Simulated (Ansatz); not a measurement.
# YbCuPb: the cost of one run

Program: Ansatz 0.2.0. Level of theory: DFT PBEsol, scalar-relativistic, plane waves, PAW. These are calculated values, not measurements.

3 further runs of the same task are left out: 2 that didn't finish, 1 set aside as unsound or not needed. Runs told in other sessions of the task aren't counted.

## (1) The starting structure

The cell holds 19 atoms (CCu6Pb6Yb6): a = 7.983 Å, b = 7.983 Å, c = 8.444 Å, α = 61.79°, β = 61.79°, γ = 60.00°.

As a file:

```xyz
19
Lattice="0.0000 7.9835 0.0000 6.9139 3.9917 0.0000 2.3046 3.9917 -7.0754" Properties=species:S:1:pos:R:3 pbc="T T T"
Cu    4.6093    5.3223   -5.3066
Cu    6.9527    9.2836   -5.3903
Cu    2.3046    9.3140   -5.3066
Cu    2.3046    6.6529   -1.7689
Cu    4.6093   10.6446   -1.7689
Cu    6.9139    6.6529   -1.7689
Pb    4.6093    5.3223   -1.7689
Pb    6.9139    9.3140   -1.7689
Pb    2.3046    9.3140   -1.7689
Pb    2.2370    6.5802   -5.2368
Pb    4.6093   10.6446   -5.3066
Pb    6.9139    6.6529   -5.3066
Yb    6.9139   11.9752   -3.5377
Yb    2.2939    4.0611   -3.5380
Yb    4.6093    7.9835   -3.5377
Yb   -0.0168    0.0587   -0.0205
Yb    2.3046    3.9917    0.0000
Yb    4.6093    7.9835    0.0000
C     1.7233    4.7776   -5.2854
```

The host was relaxed before at PBEsol: a = 4.609 Å, b = 4.609 Å, c = 7.075 Å, α = 90.00°, β = 90.00°, γ = 120.00° (conventional cell), 21.697 Å³/atom.

Places, in fractions of the supercell: C as an interstitial at (0.217, 0.017, 0.750). Its neighbours start displaced at random, with a spread of 0.05 Å in each coordinate.

## (2) The perfect crystal in the supercell of 18 atoms

input.yaml

```yaml
crystal:
  lattice:
    - [-4.9e-09, 7.9834589684, 0.0]
    - [6.9138782742, 3.9917294884, 0.0]
    - [2.3046260898, 3.9917294856, -7.0754028442]
  atoms:
    - { symbol: Cu, position: [0.0833333333, 0.4166666667, 0.75] }
    - { symbol: Cu, position: [0.4166666667, 0.75, 0.75] }
    - { symbol: Cu, position: [0.75, 0.0833333333, 0.75] }
    - { symbol: Cu, position: [0.5833333333, 0.25, 0.25] }
    - { symbol: Cu, position: [0.9166666667, 0.5833333333, 0.25] }
    - { symbol: Cu, position: [0.25, 0.9166666667, 0.25] }
    - { symbol: Pb, position: [0.25, 0.5833333333, 0.25] }
    - { symbol: Pb, position: [0.5833333333, 0.9166666667, 0.25] }
    - { symbol: Pb, position: [0.9166666667, 0.25, 0.25] }
    - { symbol: Pb, position: [0.4166666667, 0.0833333333, 0.75] }
    - { symbol: Pb, position: [0.75, 0.4166666667, 0.75] }
    - { symbol: Pb, position: [0.0833333333, 0.75, 0.75] }
    - { symbol: Yb, position: [0.8333333333, 0.8333333333, 0.5] }
    - { symbol: Yb, position: [0.1666666667, 0.1666666667, 0.5] }
    - { symbol: Yb, position: [0.5, 0.5, 0.5] }
    - { symbol: Yb, position: [0.0, 0.0, 0.0] }
    - { symbol: Yb, position: [0.3333333333, 0.3333333333, 0.0] }
    - { symbol: Yb, position: [0.6666666667, 0.6666666667, 0.0] }
basis:
  ecutwfc: 420
  xc_grid: 2
kpoints:
  mp_grid: { grid: [3, 3, 3], shift: [0.0, 0.0, 0.0] }
hamiltonian:
  xc: pbesol
scf:
  occupations: { method: gaussian, width: 0.05 }
output:
  forces: true
  stress: true
  eigenvalues: true
```

Run with:

```
$ ansatz run input.yaml --threads 8 --pin off --max-ram 14336MiB --backend cpu --events-out ev --progress --plain --runs-dir out
```

**Question.** How long does this run take on 8 threads of Arm Neoverse V1, shared host, and how much memory does it need?

About 6.2 s, with a peak of 2.2 GiB.
